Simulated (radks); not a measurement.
# Tc⁻ inside a hard spherical wall

What does compression do to the levels of Tc⁻? A hard sphere of shrinking radius stands in for pressure; the configuration is held at [Kr] 4d6 5s2.

Program: radks (a radial shooting solver on a logarithmic mesh, Libxc functionals) version 1. Level of theory: scalar-relativistic Kohn-Sham, PBEsol, spin-unpolarised, spherical densities, finite nucleus. These are calculated values, not measurements, unless marked.

### Step 1. What is computed

| Item | Value |
| --- | --- |
| element | technetium (Z = 43) |
| charge | -1 |
| electrons | 44 |
| configuration | [Kr] 4d6 5s2 |
| nuclear rms radius | 4.4112 fm |

The outer shells:

Tc⁻
```
[Kr] core
4d [↑↓][↑ ][↑ ][↑ ][↑ ]
5s [↑↓]
```

### Step 2. Wall at 12 bohr

Settings of this run:

```text
Z 43
configuration [Kr] 4d6 5s2 5p0 6s0 4f0
relativity scalar-relativistic
functional pbe_sol,pbe_sol
spin unpolarised
nucleus finite rms 4.4112 fm
wall 12 bohr
c 137.035999084
```

### Step 3. Wall at 7 bohr

Input: that of step 2 with these lines changed.

```diff
@@ -6,3 +6,3 @@
 nucleus finite rms 4.4112 fm
-wall 12 bohr
+wall 7 bohr
 c 137.035999084
```

### Step 4. Wall at 4 bohr

Input: that of step 3 with these lines changed.

```diff
@@ -6,3 +6,3 @@
 nucleus finite rms 4.4112 fm
-wall 7 bohr
+wall 4 bohr
 c 137.035999084
```

### Step 5. Wall at 3 bohr

Input: that of step 4 with these lines changed.

```diff
@@ -6,3 +6,3 @@
 nucleus finite rms 4.4112 fm
-wall 4 bohr
+wall 3 bohr
 c 137.035999084
```

### Step 6. Wall at 2.5 bohr

Input: that of step 5 with these lines changed.

```diff
@@ -6,3 +6,3 @@
 nucleus finite rms 4.4112 fm
-wall 3 bohr
+wall 2.5 bohr
 c 137.035999084
```

### Step 7. Wall at 1.5 bohr

Input: that of step 6 with these lines changed.

```diff
@@ -6,3 +6,3 @@
 nucleus finite rms 4.4112 fm
-wall 2.5 bohr
+wall 1.5 bohr
 c 137.035999084
```

Before running it: what results should come out? Wanted: for each run, R; E − E(widest); ε(4d); ε(5p, empty); ε(6s, empty); ε(4f, empty); pressure.

As calculated:

```csv
R (bohr),E − E(widest) (eV),ε(4d) (eV),"ε(5p, empty) (eV)","ε(6s, empty) (eV)","ε(4f, empty) (eV)",pressure (GPa)
12,0.000,1.211,3.232,4.421,6.492,0.0176
7,1.381,2.855,6.089,13.463,14.647,1.99
4,23.902,11.816,22.368,59.121,36.681,149
3,87.298,25.229,52.462,131.80,59.845,1228
2.5,194.24,41.511,92.354,219.25,83.084,4656
1.5,1625.2,178.06,433.31,884.01,230.55,161352
```

**Reading.** At the tightest wall, 1.5 bohr, the energy stands 1625.2 eV above the widest wall (12 bohr) and the pressure, −dE/dV, is 161352 GPa. Of the levels in the table that exist at both ends, 6s (empty) rises most from the widest wall (12 bohr) (879.59 eV). From R = 12 bohr inwards the highest occupied level lies above zero, in an anion first from self-interaction, then from the wall. Shells are not refilled when levels cross, and a hard wall is a model, not a crystal.
